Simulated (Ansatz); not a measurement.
**CH₄BrFHfO: how energies converge with the basis set**

One table from this session's results is given with a row withheld; the runs are named, their logs left out.

Program: Ansatz 0.2.0, Gaussian basis. Level of theory: one geometry, several basis sets. These are calculated values, not measurements.

Plan: PBE0-D4/def2-SVP; ωB97M-V/def2-SVP; PBE0-D4/def2-QZVPP; ωB97M-V/def2-QZVPP; the functionals' def2-TZVPP values are taken from earlier runs.

## Structure used throughout

The geometry comes from an earlier relaxation with PBE0-D4 in a triple-zeta def2 set; it is a stationary point, not always the lowest conformer. Hf takes the def2 core potential; no spin-orbit term is included.

SMILES `[CH3][Hf]([OH])([F])[Br]`, 9 atoms, charge 0, spin multiplicity 1.

Atoms are counted from 1 here; the program's logs count them from 0.

Bond lengths: C1–Hf2 2.201 Å, C1–H6 1.096 Å, C1–H7 1.096 Å, C1–H8 1.096 Å, Hf2–O3 1.897 Å, Hf2–F4 1.901 Å, Hf2–Br5 2.519 Å, O3–H9 0.952 Å. Angles: Hf2–C1–H6 110.6°, Hf2–C1–H7 111.8°, Hf2–C1–H8 111.1°, H6–C1–H7 107.7°, H6–C1–H8 107.7°, H7–C1–H8 107.6°, C1–Hf2–O3 105.0°, C1–Hf2–F4 105.3°, C1–Hf2–Br5 107.2°, O3–Hf2–F4 111.9°, O3–Hf2–Br5 113.7°, F4–Hf2–Br5 112.9°, Hf2–O3–H9 170.6°.

Set-up of the first run:

Contents of in.yaml:

```yaml
crystal:
  periodic: [false, false, false]
  atoms:
    - {symbol: C, position_ang: [-0.836350, -0.279791, 1.096444]}
    - {symbol: Hf, position_ang: [0.172044, -0.040776, -0.845226]}
    - {symbol: O, position_ang: [1.898326, 0.624114, -0.425080]}
    - {symbol: F, position_ang: [0.245762, -1.788772, -1.589285]}
    - {symbol: Br, position_ang: [-1.220646, 1.549105, -2.216333]}
    - {symbol: H, position_ang: [-1.849141, -0.676460, 0.959634]}
    - {symbol: H, position_ang: [-0.294461, -0.968071, 1.754328]}
    - {symbol: H, position_ang: [-0.921756, 0.679860, 1.618195]}
    - {symbol: H, position_ang: [2.806241, 0.900781, -0.352668]}
basis:
  gaussian: {orbitals: def2-SVP}
hamiltonian: {xc: pbe0, dispersion: d4}
output: {orbitals: {seedname: orbitals}}
```

Among the steps run: PBE0-D4 in def2-SVP; ωB97M-V in def2-SVP; PBE0-D4 in def2-QZVPP; ωB97M-V in def2-QZVPP.

One table of the session follows, with a row left open; its other results are not shown here.

It belongs to the step «Functionals by basis». 

```
functional       basis  HOMO (eV)
   PBE0-D4    def2-SVP          ?
   PBE0-D4  def2-TZVPP      -8.11
   PBE0-D4  def2-QZVPP      -8.12
   ωB97M-V    def2-SVP     -10.34
   ωB97M-V  def2-TZVPP     -10.38
   ωB97M-V  def2-QZVPP     -10.39
```

**Question.** Estimate the row for PBE0-D4, def2-SVP.

**Answer.** HOMO (eV): -8.08. In the column «HOMO (eV)» it is the highest.
